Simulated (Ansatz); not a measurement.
# CH₅NOSi₂: a ladder of functionals and wavefunction methods

One table from this session's results is given with a row withheld; the runs are named, their logs left out.

Program: Ansatz 0.2.0, Gaussian basis. Level of theory: functionals in def2-TZVPP, the program's frozen cores in correlated methods. These are calculated values, not measurements.

Levels to be run: PBE-D4, r2SCAN-D4, PBE0-D4, B3LYP-D4, ωB97X-V, ωB97M-V, B2PLYP; CCSD(T)/def2-TZVPP; MP2/def2-QZVPP; extrapolation to the limit.

**The geometry**

The geometry comes from an earlier relaxation with PBE0-D4 in a triple-zeta def2 set; it is a stationary point, not always the lowest conformer.

10 atoms, charge 0, spin multiplicity 1.

Atoms are counted from 1 here; the program's logs count them from 0.

Bond lengths: O1–C2 1.205 Å, C2–Si3 1.915 Å, C2–H6 1.117 Å, Si3–N4 1.729 Å, Si3–Si5 2.240 Å, Si3–H7 1.485 Å, N4–Si5 1.727 Å, N4–H8 1.005 Å, Si5–H9 1.486 Å, Si5–H10 1.486 Å. Angles: O1–C2–Si3 122.4°, O1–C2–H6 120.0°, Si3–C2–H6 117.6°, C2–Si3–N4 116.1°, C2–Si3–Si5 121.7°, C2–Si3–H7 109.3°, N4–Si3–Si5 49.6°, N4–Si3–H7 119.4°, Si5–Si3–H7 127.0°, Si3–N4–Si5 80.8°, Si3–N4–H8 139.3°, Si5–N4–H8 139.8°, Si3–Si5–N4 49.7°, Si3–Si5–H9 123.4°, Si3–Si5–H10 124.8°, N4–Si5–H9 117.4°, N4–Si5–H10 117.2°, H9–Si5–H10 109.9°.

Set-up of the first run:

The input, in.yaml:

```yaml
crystal:
  periodic: [false, false, false]
  atoms:
    - {symbol: O, position_ang: [-1.483965, -1.866320, 1.972200]}
    - {symbol: C, position_ang: [-1.348566, -0.985067, 1.161576]}
    - {symbol: Si, position_ang: [0.284298, -0.721073, 0.196969]}
    - {symbol: N, position_ang: [0.158866, 0.171217, -1.279066]}
    - {symbol: Si, position_ang: [1.021047, 1.327554, -0.328468]}
    - {symbol: H, position_ang: [-2.180897, -0.263192, 0.976565]}
    - {symbol: H, position_ang: [1.077761, -1.975646, 0.224067]}
    - {symbol: H, position_ang: [-0.189460, 0.052098, -2.214547]}
    - {symbol: H, position_ang: [2.426971, 1.616498, -0.711894]}
    - {symbol: H, position_ang: [0.317046, 2.592732, 0.005700]}
basis:
  gaussian: {orbitals: def2-TZVPP}
hamiltonian: {xc: pbe, dispersion: d4}
output: {forces: true, orbitals: {seedname: orbitals}}
```

The run is started by

```bash
$ ansatz run in.yaml --threads 4 --pin off --events-out ev --progress --plain --max-ram 10444MiB
```

Among the steps run: PBE-D4 (GGA); r2SCAN-D4 (meta-GGA); PBE0-D4 (hybrid); B3LYP-D4 (hybrid); ωB97X-V (range-separated); ωB97M-V (range-separated); B2PLYP (double hybrid); CCSD(T) in def2-TZVPP; MP2 in def2-QZVPP.

One of the session's tables, all rows but one given; the rest of the session is left out.

| method | atomisation energy (kJ/mol) |
| --- | --- |
| PBE-D4 | 3617.0 |
| r2SCAN-D4 | 3537.0 |
| PBE0-D4 | 3522.2 |
| B3LYP-D4 | 3531.1 |
| ωB97X-V | 3557.7 |
| ωB97M-V | 3543.4 |
| B2PLYP | 3484.8 |
| HF/def2-TZVPP | 2394.7 |
| MP2/def2-TZVPP | ? |
| CCSD/def2-TZVPP | 3337.4 |
| CCSD(T)/def2-TZVPP | 3406.8 |
| MP2/CBS | 3593.9 |
| CCSD(T)/CBS | 3527.1 |

**Question.** Estimate the row for MP2/def2-TZVPP.

**Answer.** atomisation energy (kJ/mol): 3473.6. In the column «atomisation energy (kJ/mol)» it lies between CCSD(T)/def2-TZVPP (3406.8) and B2PLYP (3484.8).
